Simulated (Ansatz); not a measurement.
# C₇H₃MoNO₅: a ladder of functionals and wavefunction methods

The task here is to estimate one member of a computed series from the others.

Program: Ansatz 0.2.0, Gaussian basis. Level of theory: functionals in def2-TZVPP, the program's frozen cores in correlated methods. These are calculated values, not measurements.

The runs, in order: LDA (SPW92), PBE-D4, revPBE-D4, BLYP-D4, r2SCAN-D4, B97M-V, PBE0-D4, B3LYP-D4, r2SCANh-D4, r2SCAN0-D4, HSE06-D4, BHLYP-D4, CAM-B3LYP-D4, LC-ωPBE, ωB97X-V, ωB97M-V, B2PLYP, PBE-QIDH; CCSD(T)/def2-SVP; CCSD(T)/def2-TZVPP; MP2/def2-QZVPP; extrapolation to the limit; RPA on PBE.

## The relaxed structure

All runs share one geometry, relaxed beforehand with PBE0-D4 in a triple-zeta def2 set. Mo takes the def2 core potential; no spin-orbit term is included.

17 atoms, charge 0, spin multiplicity 1.

Atoms are counted from 1 here; the program's logs count them from 0.

Bond lengths: C1–N2 1.406 Å, C1–H15 1.091 Å, C1–H16 1.091 Å, C1–H17 1.091 Å, N2–C3 1.163 Å, C3–Mo4 2.109 Å, Mo4–C5 2.043 Å, Mo4–C7 2.043 Å, Mo4–C9 2.043 Å, Mo4–C11 2.024 Å, Mo4–C13 2.043 Å, C5–O6 1.139 Å, C7–O8 1.139 Å, C9–O10 1.139 Å, C11–O12 1.141 Å, C13–O14 1.139 Å. Angles: N2–C1–H15 109.9°, N2–C1–H16 109.9°, N2–C1–H17 109.9°, H15–C1–H16 109.1°, H15–C1–H17 109.1°, H16–C1–H17 109.1°, C1–N2–C3 180.0°, N2–C3–Mo4 180.0°, C3–Mo4–C5 89.9°, C3–Mo4–C7 89.9°, C3–Mo4–C9 89.9°, C3–Mo4–C11 180.0°, C3–Mo4–C13 89.9°, C5–Mo4–C7 90.0°, C5–Mo4–C9 90.0°, C5–Mo4–C11 90.1°, C5–Mo4–C13 179.8°, C7–Mo4–C9 179.8° and more.

The first run:

File in.yaml:

```yaml
crystal:
  periodic: [false, false, false]
  atoms:
    - {symbol: C, position_ang: [-1.229851, 0.634170, 3.213523]}
    - {symbol: N, position_ang: [-0.735374, 0.380358, 1.922081]}
    - {symbol: C, position_ang: [-0.326728, 0.169577, 0.854158]}
    - {symbol: Mo, position_ang: [0.414441, -0.213514, -1.082871]}
    - {symbol: C, position_ang: [-0.728264, 1.312220, -1.817907]}
    - {symbol: O, position_ang: [-1.363995, 2.162253, -2.231368]}
    - {symbol: C, position_ang: [-1.121971, -1.520409, -1.407340]}
    - {symbol: O, position_ang: [-1.977358, -2.249787, -1.591673]}
    - {symbol: C, position_ang: [1.947810, 1.095101, -0.750836]}
    - {symbol: O, position_ang: [2.804082, 1.824089, -0.569142]}
    - {symbol: C, position_ang: [1.125827, -0.581952, -2.942015]}
    - {symbol: O, position_ang: [1.526840, -0.789763, -3.990005]}
    - {symbol: C, position_ang: [1.554399, -1.737668, -0.340380]}
    - {symbol: O, position_ang: [2.191330, -2.588150, 0.070274]}
    - {symbol: H, position_ang: [-1.834278, 1.542821, 3.207679]}
    - {symbol: H, position_ang: [-1.847190, -0.202267, 3.545616]}
    - {symbol: H, position_ang: [-0.399740, 0.762932, 3.910194]}
basis:
  gaussian: {orbitals: def2-TZVPP}
hamiltonian: {xc: lda}
output: {orbitals: {seedname: orbitals}}
```

Steps of the session up to this table: LDA; PBE-D4 (GGA); revPBE-D4 (GGA); BLYP-D4 (GGA); r2SCAN-D4 (meta-GGA); B97M-V (meta-GGA); PBE0-D4 (hybrid); B3LYP-D4 (hybrid); r2SCANh-D4 (hybrid); r2SCAN0-D4 (hybrid); HSE06-D4 (hybrid); BHLYP-D4 (hybrid); CAM-B3LYP-D4 (range-separated); LC-ωPBE (range-separated); ωB97X-V (range-separated); ωB97M-V (range-separated); B2PLYP (double hybrid); PBE-QIDH (double hybrid).

One of the session's tables, all rows but one given; the rest of the session is left out.

It belongs to the step «Frontier levels by functional». 

| functional | HOMO (eV) | gap (eV) |
| --- | --- | --- |
| LDA (SPW92) | -5.85 | 3.43 |
| PBE-D4 | -5.58 | 3.44 |
| revPBE-D4 | -5.49 | 3.45 |
| BLYP-D4 | -5.40 | 3.38 |
| r2SCAN-D4 | -5.73 | 3.70 |
| B97M-V | -5.59 | 3.64 |
| PBE0-D4 | -6.42 | 5.16 |
| B3LYP-D4 | -6.24 | 4.75 |
| r2SCANh-D4 | -6.06 | 4.36 |
| r2SCAN0-D4 | -6.56 | 5.36 |
| HSE06-D4 | -6.06 | 4.42 |
| BHLYP-D4 | -7.14 | 6.85 |
| CAM-B3LYP-D4 | -7.40 | 7.20 |
| LC-ωPBE | -8.36 | 9.29 |
| ωB97X-V | -8.16 | 9.02 |
| ωB97M-V | ? | ? |

**Question.** Estimate the row for ωB97M-V.

**Answer.** HOMO (eV): -8.14; gap (eV): 8.89. In the column «HOMO (eV)» it lies between ωB97X-V (-8.16) and CAM-B3LYP-D4 (-7.40).
